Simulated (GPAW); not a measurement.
Wanted: an ASE script for a GPAW 26.7.0 run.

| Item | Value |
| --- | --- |
| Task | band structure |
| Functional | r2SCAN |
| Potentials or basis | GPAW PAW data sets (gpaw-data 1.2.1) |
| Cutoff | 800 eV |
| Basis | pw |
| k mesh | 10 × 10 × 8 |
| Occupations | fermi-dirac, width 0.05 eV |
| Spin | no spin polarisation |
| Maxiter | 150 |
| Band path | GXMGZRAZ,XR,MA |
| Band points | 100 |

Crystal: GaB.

```
Ga B
1.0
     2.71824    0.00000    0.00000
     0.00000    2.71824    0.00000
     0.00000    0.00000    3.23621
Ga B
1 1
Direct
  0.50000 0.50000 0.50000
  0.00000 0.00000 0.00000
```

The cell was built by a generator and needn't be a form met in nature.

One way to write it, as run:

run.py

```python
from ase import Atoms
from ase.dft.bandgap import bandgap
from ase.io import write
from ase.units import GPa
from gpaw import GPAW, PW

atoms = Atoms(['Ga', 'B'],
              cell=[[2.71824, 0.0, 0.0],
                    [0.0, 2.71824, 0.0],
                    [0.0, 0.0, 3.23621]],
              scaled_positions=[[0.5, 0.5, 0.5],
                                [0.0, 0.0, 0.0]],
              pbc=True)

calc = GPAW(mode=PW(800),
            xc='MGGA_X_R2SCAN+MGGA_C_R2SCAN',
            kpts={'size': (10, 10, 8), 'gamma': True},
            occupations={'name': 'fermi-dirac', 'width': 0.05},
            nbands=10,
            convergence={'density': 1e-05, 'energy': 1e-05},
            maxiter=150,
            txt='gpaw.txt')
atoms.calc = calc
energy = atoms.get_potential_energy()
forces = atoms.get_forces()
stress = atoms.get_stress()
calc.write('gs.gpw')
write('result.traj', atoms)
print(f'Energy: {energy:.6f} eV')
print('Forces (eV/A):')
print(forces.round(4))
print('Stress (GPa):', (stress / GPa).round(3))
print('Fermi level:', round(calc.get_fermi_level(), 4), 'eV')
print(f'Gap: {bandgap(calc)[0]:.4f} eV, direct: {bandgap(calc, direct=True)[0]:.4f} eV')

path = atoms.cell.bandpath('GXMGZRAZ,XR,MA', npoints=100, eps=1e-4)
bs_calc = calc.fixed_density(kpts=path, symmetry='off', nbands=18,
                             convergence={'bands': 'CBM+6.0', 'eigenstates': 1e-6}, txt='bands.txt')
bs = bs_calc.band_structure()
bs.write('bs.json')
print(f'Gap on the path: {bandgap(bs_calc)[0]:.4f} eV')
```

Potentials or basis: GPAW PAW data sets (gpaw-data 1.2.1), pw.

Launch:

```bash
$ OMP_NUM_THREADS=1 python run.py
```

Results of the run:

* Pressure: -2.2 GPa
* Band gap along the path: none (metal or under the smearing width)

Caveat: the PAW data sets were made with another functional, which shifts forces and pressure a little.

Wall time 120 s on 1 thread of Arm Neoverse V1, on a shared host, peak memory 0.3 GiB.
